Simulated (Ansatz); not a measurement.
# Molecular dynamics of Al$_{2}$GeH$_{2}$O$_{6}$

Input file:

```yaml
crystal:
  lattice:
    - [2.759225, -4.308686, 0.0]
    - [2.759225, 4.308686, 0.0]
    - [-2.067693, 0.0, 9.008746]
  atoms:
    - { symbol: Al, position: [0.291502, 0.557692, 0.085555] }
    - { symbol: Al, position: [0.442308, 0.708498, 0.414445] }
    - { symbol: Al, position: [0.708498, 0.442308, 0.914445] }
    - { symbol: Al, position: [0.557692, 0.291502, 0.585555] }
    - { symbol: Ge, position: [0.723982, 0.276018, 0.25] }
    - { symbol: Ge, position: [0.276018, 0.723982, 0.75] }
    - { symbol: H, position: [0.137894, 0.964629, 0.067613] }
    - { symbol: H, position: [0.035371, 0.862106, 0.432387] }
    - { symbol: H, position: [0.862106, 0.035371, 0.932387] }
    - { symbol: H, position: [0.964629, 0.137894, 0.567613] }
    - { symbol: O, position: [0.666239, 0.479294, 0.411008] }
    - { symbol: O, position: [0.520706, 0.333761, 0.088992] }
    - { symbol: O, position: [0.333761, 0.520706, 0.588992] }
    - { symbol: O, position: [0.479294, 0.666239, 0.911008] }
    - { symbol: O, position: [0.118791, 0.423872, 0.260521] }
    - { symbol: O, position: [0.576128, 0.881209, 0.239479] }
    - { symbol: O, position: [0.881209, 0.576128, 0.739479] }
    - { symbol: O, position: [0.423872, 0.118791, 0.760521] }
    - { symbol: O, position: [0.050107, 0.748224, 0.043569] }
    - { symbol: O, position: [0.251776, 0.949893, 0.456431] }
    - { symbol: O, position: [0.949893, 0.251776, 0.956431] }
    - { symbol: O, position: [0.748224, 0.050107, 0.543569] }
basis:
  ecutwfc: 420.0
kpoints:
  mp_grid: { grid: [2, 2, 1] }
hamiltonian:
  xc: pbesol
scf:
  occupations: { method: fermi_dirac, width: 0.05 }
  lower_state_search: "off"
md:
  timestep: 0.5
  n_steps: 340
  ensemble: nvt_langevin
  temperature: 900.0
  initial_velocities: maxwell_boltzmann
  seed: 66352
  friction: 0.05
```

Run as:

```bash
$ ansatz run input.yaml --threads 1 --pin off --max-ram 3072MiB --backend cpu --events-out ev --progress --plain --runs-dir out
```

It starts from an unrelaxed structure (largest force component 0.47 eV/Å).

Output, in part (step lines):

```
md step     0: t =     0.00 fs  T =   859.1 K  F+E_penalty+E_count = -17414.27815964 eV  E_kin = 2.443014 eV  (9 SCF iters)
md step     1: t =     0.50 fs  T =   819.4 K  F+E_penalty+E_count = -17414.27118299 eV  E_kin = 2.330274 eV  (8 SCF iters)
md step     2: t =     1.00 fs  T =   745.5 K  F+E_penalty+E_count = -17414.24956760 eV  E_kin = 2.120074 eV  (8 SCF iters)
md step     3: t =     1.50 fs  T =   707.0 K  F+E_penalty+E_count = -17414.21914991 eV  E_kin = 2.010540 eV  (8 SCF iters)
md step     4: t =     2.00 fs  T =   667.8 K  F+E_penalty+E_count = -17414.18358448 eV  E_kin = 1.899025 eV  (8 SCF iters)
md step     5: t =     2.50 fs  T =   660.2 K  F+E_penalty+E_count = -17414.14690974 eV  E_kin = 1.877344 eV  (6 SCF iters)
md step     6: t =     3.00 fs  T =   737.7 K  F+E_penalty+E_count = -17414.10871941 eV  E_kin = 2.097826 eV  (6 SCF iters)
md step     7: t =     3.50 fs  T =   777.4 K  F+E_penalty+E_count = -17414.06529862 eV  E_kin = 2.210797 eV  (6 SCF iters)
[... lines left out ...]
md step   340: t =   170.00 fs  T =   813.2 K  F+E_penalty+E_count = -17412.80836123 eV  E_kin = 2.312543 eV  (8 SCF iters)
```

The steps, from the saved trajectory:

```json
{"time (fs)": "0.0", "T (K)": "859", "potential energy less start (eV)": "0.000"}
{"time (fs)": "5.5", "T (K)": "683", "potential energy less start (eV)": "0.500"}
{"time (fs)": "11.0", "T (K)": "432", "potential energy less start (eV)": "1.217"}
{"time (fs)": "16.5", "T (K)": "625", "potential energy less start (eV)": "1.516"}
{"time (fs)": "22.0", "T (K)": "655", "potential energy less start (eV)": "1.855"}
{"time (fs)": "27.5", "T (K)": "664", "potential energy less start (eV)": "2.133"}
{"time (fs)": "33.0", "T (K)": "796", "potential energy less start (eV)": "2.270"}
{"time (fs)": "38.5", "T (K)": "708", "potential energy less start (eV)": "2.110"}
{"time (fs)": "44.0", "T (K)": "824", "potential energy less start (eV)": "1.766"}
{"time (fs)": "49.5", "T (K)": "839", "potential energy less start (eV)": "1.921"}
{"time (fs)": "55.0", "T (K)": "847", "potential energy less start (eV)": "1.919"}
{"time (fs)": "60.5", "T (K)": "928", "potential energy less start (eV)": "1.863"}
{"time (fs)": "66.0", "T (K)": "728", "potential energy less start (eV)": "1.829"}
{"time (fs)": "71.5", "T (K)": "648", "potential energy less start (eV)": "1.904"}
{"time (fs)": "77.0", "T (K)": "724", "potential energy less start (eV)": "1.573"}
{"time (fs)": "82.5", "T (K)": "819", "potential energy less start (eV)": "1.466"}
{"time (fs)": "88.0", "T (K)": "1009", "potential energy less start (eV)": "1.334"}
{"time (fs)": "93.5", "T (K)": "884", "potential energy less start (eV)": "1.407"}
{"time (fs)": "99.0", "T (K)": "1082", "potential energy less start (eV)": "1.297"}
{"time (fs)": "104.5", "T (K)": "639", "potential energy less start (eV)": "1.488"}
{"time (fs)": "110.0", "T (K)": "705", "potential energy less start (eV)": "1.634"}
{"time (fs)": "115.5", "T (K)": "718", "potential energy less start (eV)": "1.848"}
{"time (fs)": "121.0", "T (K)": "790", "potential energy less start (eV)": "1.825"}
{"time (fs)": "126.5", "T (K)": "740", "potential energy less start (eV)": "1.940"}
{"time (fs)": "132.0", "T (K)": "982", "potential energy less start (eV)": "1.831"}
{"time (fs)": "137.5", "T (K)": "704", "potential energy less start (eV)": "1.716"}
{"time (fs)": "143.0", "T (K)": "773", "potential energy less start (eV)": "1.394"}
{"time (fs)": "148.5", "T (K)": "705", "potential energy less start (eV)": "1.373"}
{"time (fs)": "154.0", "T (K)": "812", "potential energy less start (eV)": "1.423"}
{"time (fs)": "159.5", "T (K)": "798", "potential energy less start (eV)": "1.620"}
{"time (fs)": "165.0", "T (K)": "618", "potential energy less start (eV)": "1.740"}
```

All steps were run. The mean temperature of the second half is 11 % below the set value. A run of 0.17 ps of so small a system gives no equilibrium averages. Limits of this set-up: coarse k mesh.

Mean squared displacements from the first frame to the last, about the centre of mass: Al 0.03 Å², Ge 0.00 Å², H 0.21 Å², O 0.03 Å².

Last frame:

```xyz
22
Lattice="2.7592 -4.3087 0.0000 2.7592 4.3087 0.0000 -2.0677 0.0000 9.0087" Properties=species:S:1:pos:R:3
Al 2.361 1.139 0.822
Al 2.401 1.235 3.858
Al 1.190 -1.242 8.233
Al 1.419 -1.168 5.296
Ge 2.376 -1.956 2.248
Ge 1.340 1.893 6.861
H 3.134 3.322 0.593
H 2.261 3.381 3.510
H 0.407 -3.464 8.831
H 2.020 -3.663 5.083
O 2.416 -0.877 3.760
O 2.203 -0.799 0.864
O 1.148 0.778 5.380
O 1.190 0.664 8.216
O 1.135 1.431 2.443
O 3.604 1.346 2.164
O 2.709 -1.402 6.730
O 0.143 -1.439 6.794
O 2.159 2.924 0.566
O 2.549 2.940 4.332
O 1.210 -2.943 8.875
O 1.331 -2.996 4.814
```

The run took 20 min on 1 thread of Arm Neoverse V1 (shared host), peak memory 0.51 GiB.
